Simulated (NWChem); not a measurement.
# SnCl2 (SMILES [Cl][Sn][Cl]): levels of theory compared

We compute a comparison of 3 runs (B3LYP/def2-SVP, PBE/def2-SVP, wB97X/def2-SVP) of SnCl2. 

The results are computed with NWChem 7.3.0.

## 1. The structure to begin with

SnCl2: 3 atoms, total charge 0, spin state singlet. SMILES: `[Cl][Sn][Cl]`. The shape comes from GFN2-xTB, which is rough for such elements, and wasn't checked as a minimum.

Bond lengths: Sn1–Cl2 2.378 Å, Sn1–Cl3 2.377 Å. Angles: Cl2–Sn1–Cl3 99.5°.

## 2. Energy and forces at B3LYP/def2-SVP (core potential) (run 1)

work.nw reads:

```
start work
title "Cl2Sn B3LYP"
memory stack 880 mb heap 220 mb global 1100 mb

geometry units atomic noautosym nocenter noautoz
Sn     0.00927856    -0.01353044    -1.93458822
Cl     3.42531757    -0.03594259     0.98458511
Cl    -3.43459613     0.04947303     0.95000312
end

basis spherical bse
Sn library def2-SVP
Cl library def2-SVP
end

ecp bse
Sn library def2-SVP
end

dft
xc b3lyp
mult 1
grid xfine
convergence energy 1e-08
maxiter 100
mulliken
end

task dft gradient
```

The run is started by

```sh
$ nwchem work.nw > work.out
```

Output:

```text
[...]
          Wavefunction type:  closed shell.
          No. of atoms     :     3
          No. of electrons :    56
[...]
          Charge           :     0
          Spin multiplicity:     1
[...]
          AO basis - number of functions:    62
[...]
              XC Information
              --------------
                         B3LYP Method XC Potential
                     Hartree-Fock (Exact) Exchange  0.200
                        Slater Exchange Functional  0.800 local
                    Becke 1988 Exchange Functional  0.720 non-local
              Lee-Yang-Parr Correlation Functional  0.810
                  VWN I RPA Correlation Functional  0.190 local
[...]
 d= 0,ls=0.0,diis     1  -1134.5481319897 -1.34D+03  2.85D-02  4.15D-01     0.8
[...]
 d= 0,ls=0.0,diis     8  -1134.6185120118  1.49D-09  3.72D-06  4.52D-08     4.5
         Total DFT energy =    -1134.618512011773
      One electron energy =    -2063.886515703093
           Coulomb energy =      795.390049842045
    Exchange-Corr. energy =      -74.723282875589
 Nuclear repulsion energy =      208.601236724864
[...]
  wavefunction    = closed shell
                         DFT ENERGY GRADIENTS
    atom               coordinates                        gradient
                 x          y          z           x          y          z
   1 Sn      0.009279  -0.013530  -1.934588   -0.000117   0.000072   0.010171
   2 Cl      3.425318  -0.035943   0.984585   -0.006321   0.000044  -0.005089
   3 Cl     -3.434596   0.049473   0.950003    0.006439  -0.000116  -0.005082
[...]
```

It took 6.3 s on 1 thread of AMD EPYC 9R45 (Zen 5), shared host; peak memory 0.13 GiB.

## 3. Energy and gradient at PBE/def2-SVP (core potential) (run 2)

cl2sn.nw reads:

```
start cl2sn
title "Cl2Sn"
memory stack 880 mb heap 220 mb global 1100 mb

geometry units angstrom noautosym nocenter noautoz
  Sn     0.004910    -0.007160    -1.023740
  Cl     1.812600    -0.019020     0.521020
  Cl    -1.817510     0.026180     0.502720
end

basis spherical bse
  * library def2-SVP
end

ecp bse
  Sn library def2-SVP
end

dft
  xc xpbe96 cpbe96
  mult 1
  grid xfine
  convergence energy 1e-08
  iterations 100
  mulliken
end

task dft gradient
```

The run is started by

```sh
$ nwchem cl2sn.nw > cl2sn.out
```

Output:

```text
[...]
          Wavefunction type:  closed shell.
          No. of atoms     :     3
          No. of electrons :    56
[...]
          Charge           :     0
          Spin multiplicity:     1
[...]
          AO basis - number of functions:    62
[...]
              XC Information
              --------------
          PerdewBurkeErnzerhof Exchange Functional  1.000
            Perdew 1991 LDA Correlation Functional  1.000 local
           PerdewBurkeErnz. Correlation Functional  1.000 non-local
[...]
 d= 0,ls=0.0,diis     1  -1134.0587001543 -1.34D+03  3.71D-02  5.09D-01     0.8
[...]
 d= 0,ls=0.0,diis    10  -1134.1410846954 -9.34D-10  8.58D-07  1.76D-09     5.7
         Total DFT energy =    -1134.141084695408
      One electron energy =    -2063.673645475903
           Coulomb energy =      795.138825514367
    Exchange-Corr. energy =      -74.207516449828
 Nuclear repulsion energy =      208.601251715956
[...]
      Total Density - Mulliken Population Analysis
     ---------------------------------------------
    Atom       Charge   Shell Charges
 -----------   ------   -------------------------------------------------------
    1 Sn  22    21.45   0.44  1.60  1.46  0.40  2.74  3.27  0.92  0.46  9.70  0.46
    2 Cl  17    17.28   2.00  1.98  1.27  0.70  5.93  2.13  3.25  0.01
    3 Cl  17    17.28   2.00  1.98  1.27  0.70  5.93  2.13  3.25  0.01
[...]
  wavefunction    = closed shell
                         DFT ENERGY GRADIENTS
    atom               coordinates                        gradient
                 x          y          z           x          y          z
   1 Sn      0.009279  -0.013530  -1.934588   -0.000123   0.000077   0.010938
   2 Cl      3.425317  -0.035943   0.984585   -0.006732   0.000046  -0.005473
   3 Cl     -3.434596   0.049473   0.950003    0.006855  -0.000123  -0.005465
[...]
```

Run time: 7.5 s. Hardware: 1 thread of AMD EPYC 9R45 (Zen 5), shared host; peak memory 0.13 GiB.

## 4. Energy and gradient at wB97X/def2-SVP (core potential) (run 3)

geom.nw reads:

```
start geom
memory total 2200 mb

geometry units angstroms noautosym nocenter noautoz
  Sn     0.004910    -0.007160    -1.023740
  Cl     1.812600    -0.019020     0.521020
  Cl    -1.817510     0.026180     0.502720
end

basis spherical bse
  Sn library def2-SVP
  Cl library def2-SVP
end

ecp bse
  Sn library def2-SVP
end

dft
  xc wb97x
  mult 1
  grid xfine
  convergence energy 1e-08
  iterations 100
  mulliken
  print medium
end

task dft gradient
```

The run is started by

```sh
$ nwchem geom.nw > geom.out
```

Output:

```text
[...]
          Wavefunction type:  closed shell.
          No. of atoms     :     3
          No. of electrons :    56
[...]
          Charge           :     0
          Spin multiplicity:     1
[...]
          AO basis - number of functions:    62
[...]
              XC Information
              --------------
                       wb97x  Method XC Functional
                     Hartree-Fock (Exact) Exchange  1.000
                         wb97x Exchange Functional  1.000
                      wb97x Correlation Functional  1.000
[...]
 d= 0,ls=0.0,diis     1  -1134.4930604787 -1.34D+03  1.81D-02  3.93D-01     1.4
[...]
 d= 0,ls=0.0,diis     8  -1134.5538737942 -8.70D-09  1.74D-06  4.25D-09    10.4
         Total DFT energy =    -1134.553873794226
      One electron energy =    -2063.756418356182
           Coulomb energy =      795.271003046009
    Exchange-Corr. energy =      -74.669710200009
 Nuclear repulsion energy =      208.601251715956
[...]
  wavefunction    = closed shell
[...]
                         DFT ENERGY GRADIENTS
    atom               coordinates                        gradient
                 x          y          z           x          y          z
   1 Sn      0.009279  -0.013530  -1.934588   -0.000077   0.000011   0.001491
   2 Cl      3.425317  -0.035943   0.984585   -0.000049  -0.000004  -0.000717
   3 Cl     -3.434596   0.049473   0.950003    0.000126  -0.000007  -0.000775
[...]
```

Wall time 15 s (1 thread of AMD EPYC 9R45 (Zen 5), shared host); peak memory 0.15 GiB.

## 5. All runs side by side

```csv
run,level,energy (Eh),dipole moment (D),HOMO energy (eV),LUMO energy (eV),wall time
1,B3LYP/def2-SVP (core potential),-1134.618512,3.06,-7.59,-3.18,6.3 s
2,PBE/def2-SVP (core potential),-1134.141085,2.84,-6.73,-3.63,7.5 s
3,wB97X/def2-SVP (core potential),-1134.553874,3.39,-9.97,-1.18,15 s
```

## 6. What came out

| quantity | value |
| --- | --- |
| run 3: total energy | -1134.55387 Eh |
| run 3: dipole moment | 3.39 D |
| run 3: HOMO energy | -9.97 eV |
| run 3: LUMO energy | -1.18 eV |
| run 3: HOMO–LUMO gap | 8.79 eV |
| run 3: largest force on an atom | 0.077 eV/Å |

In words: The dipole moment (its size) runs from 2.84 D (PBE/def2-SVP) to 3.39 D (wB97X/def2-SVP). The HOMO–LUMO gap runs from 3.10 eV (PBE/def2-SVP) to 8.79 eV (wB97X/def2-SVP). Totals of different functionals can't be ranked against each other. All runs together took 29 s, the longest 15 s.
